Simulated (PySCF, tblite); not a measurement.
**C₄H₁₃B₂NO: geometry, infrared bands and NMR shifts**

What infrared bands and NMR shifts should C₄H₁₃B₂NO (`BOB(NC)C(C)C`) show?

Programs: tblite 0.8.0 and PySCF 2.14.0, with density-fitted response routines of our own. Each step states its level of theory. These are calculated values for one molecule in the gas phase, unless marked as measured. Atoms count from 0, in the outputs and in this text.

### Step 1. Starting geometry

21 atoms, charge 0, multiplicity 1; geometry from: force field or distance geometry start.

Bonds of the start (Å): B0–O1 1.44, O1–B2 1.47, B2–N3 1.50, N3–C4 1.43, B2–C5 1.61, C5–C6 1.53, C5–C7 1.51, B0–H8 1.17, B0–H9 1.19, N3–H10 1.03, C4–H11 1.11, C4–H12 1.10, C4–H13 1.13, C5–H14 1.12, C6–H15 1.10, C6–H16 1.12, C6–H17 1.10, C7–H18 1.11, C7–H19 1.12, C7–H20 1.10.

### Step 2. Optimising the geometry with GFN2-xTB

What the job is given:

```
{"job": {"kind": "relax", "xc": "GFN2-xTB", "basis": "xTB"}, "charge": 0, "multiplicity": 1}
B      0.430200     2.625200     0.015800
O      1.162400     1.512800     0.557600
B      0.498700     0.218000     0.360100
N      1.260700    -0.813900    -0.426400
C      2.475900    -1.250900     0.198300
C     -1.095500     0.230900     0.122700
C     -1.378900    -0.585300    -1.134700
C     -1.830200    -0.446200     1.254400
H     -0.155100     2.525900    -0.992200
H      0.693400     3.733600     0.363100
H      1.357300    -0.514000    -1.403800
H      2.294700    -2.061500     0.936700
H      3.054800    -0.429500     0.644500
H      3.101500    -1.714000    -0.618300
H     -1.477000     1.263700    -0.084900
H     -0.715300    -0.204300    -1.925800
H     -1.089900    -1.636100    -0.883900
H     -2.446900    -0.554000    -1.398700
H     -1.749100    -1.539500     1.056800
H     -2.911400    -0.197100     1.104800
H     -1.489400    -0.146900     2.253400
```

Started as:

```sh
> OMP_NUM_THREADS=1 python probes_run.py task.json out
```

The driver reads the jobs from task.json and runs them one after another.

**Question.** This job is followed by: GFN2-xTB harmonic vibrations, gas phase; GIAO PBE0/pcSseg-1 NMR shielding, non-relativistic, gas phase. Predict these results of the whole session: strongest single infrared mode (GFN2-xTB); zero-point energy (GFN2-xTB); 13C shifts against TMS (PBE0/pcSseg-1, means over atoms taken as alike); 1H shifts against TMS (PBE0/pcSseg-1, means over atoms taken as alike); 11B shifts against BF3·OEt2 (PBE0/pcSseg-1); 17O shifts against H2O (PBE0/pcSseg-1); 15N shifts against NH3 (PBE0/pcSseg-1).

**Answer**, as computed:

| quantity | value |
| --- | --- |
| strongest single infrared mode (GFN2-xTB) | 1574 cm⁻¹, 626 km/mol |
| zero-point energy (GFN2-xTB) | 110.2 kcal/mol |
| 13C shifts against TMS (PBE0/pcSseg-1, means over atoms taken as alike) | 29.5, 23.3, 22.7 ppm |
| 1H shifts against TMS (PBE0/pcSseg-1, means over atoms taken as alike) | 5.51, 2.82, 2.42, 1.00, 0.91 ppm |
| 11B shifts against BF3·OEt2 (PBE0/pcSseg-1) | 40.2, 26.2 ppm |
| 17O shifts against H2O (PBE0/pcSseg-1) | 269.3 ppm |
| 15N shifts against NH3 (PBE0/pcSseg-1) | 78.2 ppm |

Relaxing lowered the energy by 2.515 eV in 110 steps; the close pair that moved most is B0–O1, from 1.438 to 1.295 Å. All 57 modes are real, so the xTB geometry is a minimum. The strongest single mode, at 1574 cm⁻¹, moves mainly O1 and B0. Unscaled tight-binding wavenumbers are off by several per cent, some by more. Its intensities can rank the bands wrongly. At PBE0/pcSseg-1: The largest span, 326 ppm, is at O1, where the paramagnetic term is -324 ppm.
